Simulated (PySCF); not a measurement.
# BSiN2H9 (SMILES N[SiH2][BH2-][NH3+]): HF/aug-cc-pVDZ (density fitting with cc-pvdz-jkfit)

Aim: the vertical ionisation energy of BSiN2H9 at HF/aug-cc-pVDZ (density fitting with cc-pvdz-jkfit), from 2 runs. The job is set up through a Python script.

Program for the calculation: PySCF 2.14.0.

2 further runs of the same task are left out: 2 set aside as unsound or not needed.

## (1) The structure to begin with

BSiN2H9: 13 atoms, total charge 0, spin state singlet. SMILES: `N[SiH2][BH2-][NH3+]`. Geometry: relaxed at GFN2-xTB. This is one conformer, not always the lowest.

Bond lengths: N1–Si2 1.749 Å, Si2–B3 1.971 Å, B3–N4 1.665 Å, N1–H5 1.007 Å, N1–H6 1.007 Å, Si2–H7 1.509 Å, Si2–H8 1.473 Å, B3–H9 1.194 Å, B3–H10 1.196 Å, N4–H11 1.015 Å, N4–H12 1.014 Å, N4–H13 1.014 Å. Some angles: N1–Si2–B3 111.3°, Si2–B3–N4 107.5°, N1–Si2–H7 107.4°, N1–Si2–H8 101.0°, B3–Si2–H7 112.3°, B3–Si2–H8 121.2°, Si2–N1–H5 117.6°, Si2–N1–H6 119.8°, Si2–B3–H9 115.8°, Si2–B3–H10 113.1°.

## (2) A single-point energy at HF/aug-cc-pVDZ (density fitting with cc-pvdz-jkfit)

run.py reads:

```python
# N[SiH2][BH2-][NH3+]
from pyscf import gto, scf

mol = gto.M(
    atom='''
N   -1.949490   0.538890  -0.362940
Si  -0.744780  -0.668930  -0.746640
B    0.634190  -0.777740   0.657460
N    1.502280   0.641950   0.616110
H   -2.710690   0.660100  -1.010830
H   -1.661690   1.445730  -0.033000
H   -0.163760  -0.313330  -2.093610
H   -1.599270  -1.825060  -1.069490
H    0.229830  -0.847700   1.778470
H    1.450750  -1.626680   0.448950
H    2.268430   0.593170   1.279390
H    0.882960   1.406520   0.859440
H    1.861230   0.773090  -0.323310
''',
    max_memory=1860,
    charge=0,
    basis='aug-cc-pvdz',
    verbose=3,
)

mf = scf.RHF(mol)
mf = mf.density_fit(auxbasis='cc-pvdz-jkfit')
mf.conv_tol = 1e-10
mf.kernel()
if not mf.converged:
    mf = mf.newton().run(mf.mo_coeff, mf.mo_occ)

e_final = mf.e_tot
print('Final energy', e_final)
```

Started as:

```
$ OMP_NUM_THREADS=1 python run.py
```

Output:

```text
converged SCF energy = -427.78362395411
Final energy -427.78362395410994
```

Run time: 3.3 s. Hardware: 1 thread of Arm Neoverse V2, shared host; peak memory 0.23 GiB.

## (3) The doublet cation

job.py reads:

```python
from pyscf import gto, scf

mol = gto.M(
    atom='''
N     -1.949490     0.538890    -0.362940
Si    -0.744780    -0.668930    -0.746640
B      0.634190    -0.777740     0.657460
N      1.502280     0.641950     0.616110
H     -2.710690     0.660100    -1.010830
H     -1.661690     1.445730    -0.033000
H     -0.163760    -0.313330    -2.093610
H     -1.599270    -1.825060    -1.069490
H      0.229830    -0.847700     1.778470
H      1.450750    -1.626680     0.448950
H      2.268430     0.593170     1.279390
H      0.882960     1.406520     0.859440
H      1.861230     0.773090    -0.323310
''',
    verbose=3,
    basis='aug-cc-pvdz',
    charge=1,
    max_memory=1860,
    spin=1,
)

hf = scf.UHF(mol)
hf = hf.density_fit(auxbasis='cc-pvdz-jkfit')
hf.conv_tol = 1e-10
hf.kernel()
if not hf.converged:
    hf = hf.newton().run(hf.mo_coeff, hf.mo_occ)

e_tot = hf.e_tot
print('E(%s) = %.9f' % ('HF', e_tot))
```

Started as:

```
$ OMP_NUM_THREADS=1 python job.py
```

Output:

```text
converged SCF energy = -427.474446548942  <S^2> = 0.79310471  2S+1 = 2.04265
E(HF) = -427.474446549
```

Wall time 10 s (1 thread of Arm Neoverse V2, shared host); peak memory 0.28 GiB.

## (4) Results

Level: HF/aug-cc-pVDZ (density fitting with cc-pvdz-jkfit).

| quantity | value |
| --- | --- |
| singlet BSiN2H9: total energy | -427.78362 Eh |
| singlet BSiN2H9: dipole moment | 5.95 D |
| singlet BSiN2H9: HOMO energy | -9.60 eV |
| singlet BSiN2H9: LUMO energy | 0.44 eV |
| singlet BSiN2H9: HOMO–LUMO gap | 10.04 eV |
| doublet cation: total energy | -427.47445 Eh |
| doublet cation: HOMO energy (highest over α and β) | -14.45 eV |
| doublet cation: LUMO energy (lowest over α and β) | -7.24 eV |
| doublet cation: ⟨S²⟩ | 0.793 |
| vertical ionisation energy (to the doublet cation) | 8.413 eV |

**Reading.** The vertical ionisation energy comes to 8.41 eV (812 kJ/mol). The negative HOMO energy of the first species, 9.60 eV, lies 1.19 eV above that difference.
